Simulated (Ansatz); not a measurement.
# Orthosilicic acid (SiH₄O₄): taking an electron away

An exercise on one series of results from a longer session: the logs are not shown, and one member is left open.

Method: unrestricted cation, the program's frozen cores in correlated methods; program: Ansatz 0.2.0, Gaussian basis.

Plan: UKS PBE-D4/def2-TZVPP; UKS r2SCAN-D4/def2-TZVPP; UKS PBE0-D4/def2-TZVPP; UKS B3LYP-D4/def2-TZVPP; UKS wB97X-V/def2-TZVPP; UKS wB97M-V/def2-TZVPP; UKS B2PLYP/def2-TZVPP; UHF-CCSD(T)/def2-TZVPP; UHF-MP2/def2-QZVPP; extrapolation to the limit; then −ε(HOMO) from the neutral's earlier runs with LDA (SPW92), PBE-D4, revPBE-D4, BLYP-D4, r2SCAN-D4, B97M-V, PBE0-D4, B3LYP-D4, r2SCANh-D4, r2SCAN0-D4, HSE06-D4, BHLYP-D4, CAM-B3LYP-D4, LC-ωPBE, ωB97X-V, ωB97M-V.

**The relaxed structure**

All runs share one geometry, relaxed beforehand with PBE0-D4 in a triple-zeta def2 set.

9 atoms, charge 0, spin multiplicity 1.

Atoms are counted from 1 here; the program's logs count them from 0.

Bond lengths: O1–Si2 1.631 Å, O1–H6 0.958 Å, Si2–O3 1.631 Å, Si2–O4 1.631 Å, Si2–O5 1.631 Å, O3–H7 0.958 Å, O4–H8 0.958 Å, O5–H9 0.958 Å. Angles: Si2–O1–H6 116.6°, O1–Si2–O3 106.4°, O1–Si2–O4 115.8°, O1–Si2–O5 106.4°, O3–Si2–O4 106.4°, O3–Si2–O5 115.8°, O4–Si2–O5 106.4°, Si2–O3–H7 116.6°, Si2–O4–H8 116.6°, Si2–O5–H9 116.6°.

Coordinates:

```xyz
9

O    -0.9691    0.7763   -1.0576
Si    0.0000    0.0000    0.0000
O     1.5276    0.4337   -0.3722
O    -0.0431   -1.6293   -0.0599
O    -0.5154    0.4193    1.4894
H    -0.6396    0.8695   -1.9524
H     2.2263   -0.1349   -0.0459
H    -0.7682   -2.0562    0.3983
H    -0.8184    1.3215    1.6002
```

The first run:

File in.yaml:

```yaml
crystal:
  periodic: [false, false, false]
  atoms:
    - {symbol: O, position_ang: [-0.969063, 0.776327, -1.057561]}
    - {symbol: Si, position_ang: [-0.000026, -0.000002, -0.000043]}
    - {symbol: O, position_ang: [1.527557, 0.433665, -0.372193]}
    - {symbol: O, position_ang: [-0.043146, -1.629307, -0.059865]}
    - {symbol: O, position_ang: [-0.515439, 0.419344, 1.489445]}
    - {symbol: H, position_ang: [-0.639600, 0.869499, -1.952410]}
    - {symbol: H, position_ang: [2.226326, -0.134855, -0.045880]}
    - {symbol: H, position_ang: [-0.768247, -2.056200, 0.398349]}
    - {symbol: H, position_ang: [-0.818362, 1.321538, 1.600168]}
basis:
  gaussian: {orbitals: def2-TZVPP}
total_charge: 1
magnetization: {spin_polarized: true, initial_magnetization: 1}
hamiltonian: {xc: pbe, dispersion: d4}
```

Run with:

```sh
$ ansatz run in.yaml --threads 2 --pin off --events-out ev --progress --plain --max-ram 32768MiB --backend cpu
```

Among the steps run: Cation, UKS PBE-D4/def2-TZVPP; Cation, UKS r2SCAN-D4/def2-TZVPP; Cation, UKS PBE0-D4/def2-TZVPP; Cation, UKS B3LYP-D4/def2-TZVPP; Cation, UKS wB97X-V/def2-TZVPP; Cation, UKS wB97M-V/def2-TZVPP; Cation, UKS B2PLYP (frozen core)/def2-TZVPP; Cation, UHF-CCSD(T)/def2-TZVPP; Cation, UHF-MP2/def2-QZVPP.

One table of the session follows, with a row left open; its other results are not shown here.

It belongs to the step «Ionisation energies side by side». Orbital estimates, from the neutral's runs:

| functional | −ε(HOMO) (eV) |
| --- | --- |
| LDA (SPW92) | 7.54 |
| PBE-D4 | 7.34 |
| revPBE-D4 | 7.26 |
| BLYP-D4 | 7.25 |
| r2SCAN-D4 | 7.75 |
| B97M-V | 7.83 |
| PBE0-D4 | 9.12 |
| B3LYP-D4 | 8.84 |
| r2SCANh-D4 | 8.41 |
| r2SCAN0-D4 | ? |
| HSE06-D4 | 8.71 |
| BHLYP-D4 | 10.85 |
| CAM-B3LYP-D4 | 10.65 |
| LC-ωPBE | 12.03 |
| ωB97X-V | 11.66 |
| ωB97M-V | 11.59 |

**Question.** Estimate the row for r2SCAN0-D4.

Worked estimate for «−ε(HOMO) (eV)». Against the share of exact exchange, r2SCAN-D4 (0, 7.75), r2SCANh-D4 (0.1, 8.41) give a slope of 6.60 per unit share; at 0.25 the line stands at 9.40.

**Answer.** −ε(HOMO) (eV): 9.42. In «−ε(HOMO) (eV)» the line misses by -0.02.
